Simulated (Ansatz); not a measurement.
## Mo, space group P6/mmm: an all-electron equation of state, step by step

With Ansatz 0.2.0 through its Python package.

Run as a notebook:

```python
import warnings

import ansatz as az
from ase.eos import EquationOfState
from ase.units import GPa
import numpy as np
```

```python
XC = 'pbesol'
OCCUPATIONS = 'fermi_dirac'
SMEARING_WIDTH = 0.15
KGRID = (12, 12, 11)
```

```python
VECTORS = np.array([
    [2.73551, 0.0, 0.0],
    [-1.367755, 2.369021, 0.0],
    [0.0, 0.0, 2.555181],
])
SITES = [
    ('Mo', [0.0, 0.0, 0.5]),
]
```

```python
def make_crystal(cell):
    crystal = az.Crystal(lattice=az.Lattice.of(cell))
    for symbol, position in SITES:
        crystal = crystal.atom(symbol, position)
    return crystal

warnings.simplefilter('ignore', az.DeckWarning)
```

```python
volumes, energies = [], []
for scale in np.linspace(0.94, 1.06, 5):
    cell = VECTORS * scale ** (1 / 3)
    calculation = make_crystal(cell).calculation()
    calculation = calculation.functional(XC).occupations(OCCUPATIONS, width=SMEARING_WIDTH)
    calculation = calculation.kpoints(*KGRID)
    calculation = calculation.pseudopotentials('all_electron', lapw=True)
    report = calculation.run(threads=1).report
    volumes.append(abs(np.linalg.det(cell)) / len(SITES))
    energies.append(report['free_energy_ev'] / len(SITES))
    print(f'{scale:.3f} {volumes[-1]:9.4f} A^3/atom {energies[-1]:16.5f} eV/atom  (estimated basis error {1000 * report["lapw_basis_errors"]["total_ev_per_atom"]:.2f} meV/atom)')
v0, e0, bulk = EquationOfState(volumes, energies, eos='birchmurnaghan').fit()
print(f'V0 = {v0:.4f} A^3/atom, B0 = {bulk / GPa:.1f} GPa')
```

    0.940   15.5653 A^3/atom    -110118.41358 eV/atom  (estimated basis error 0.08 meV/atom)
    0.970   16.0620 A^3/atom    -110118.43375 eV/atom  (estimated basis error 0.08 meV/atom)
    1.000   16.5588 A^3/atom    -110118.43144 eV/atom  (estimated basis error 0.07 meV/atom)
    1.030   17.0556 A^3/atom    -110118.40990 eV/atom  (estimated basis error 0.07 meV/atom)
    1.060   17.5523 A^3/atom    -110118.37193 eV/atom  (estimated basis error 0.07 meV/atom)
    V0 = 16.2525 A^3/atom, B0 = 222.9 GPa

A third-order Birch-Murnaghan fit through the 5 points has its minimum at 16.25 Å³ an atom, 1.9 % below the typed cell, with a bulk modulus of 223 GPa and dB/dP = 4.2. From that minimum the energy rises by 21.8 meV an atom on the compressed side and 63.4 meV on the expanded side.

All-electron totals depend on functional, relativistic treatment and basis; only differences at equal settings carry meaning. Shape and fractional positions are held along the curve, so the bulk modulus is an upper value where they are free to relax, by a factor of two or more in layered or hydrogen-bonded cells. For a metal this k-point mesh is coarse: on a finer one energies can move by several to tens of meV an atom and pressures by half a GPa or more, differences at one mesh by less. A Fermi-Dirac width this large means warm electrons, whose thermal share enters the free energy. This isn't the structure that Mo takes at ambient conditions. Finished in 77 s on 1 thread of Arm Neoverse N1, on a shared host, peak memory 0.41 GiB.
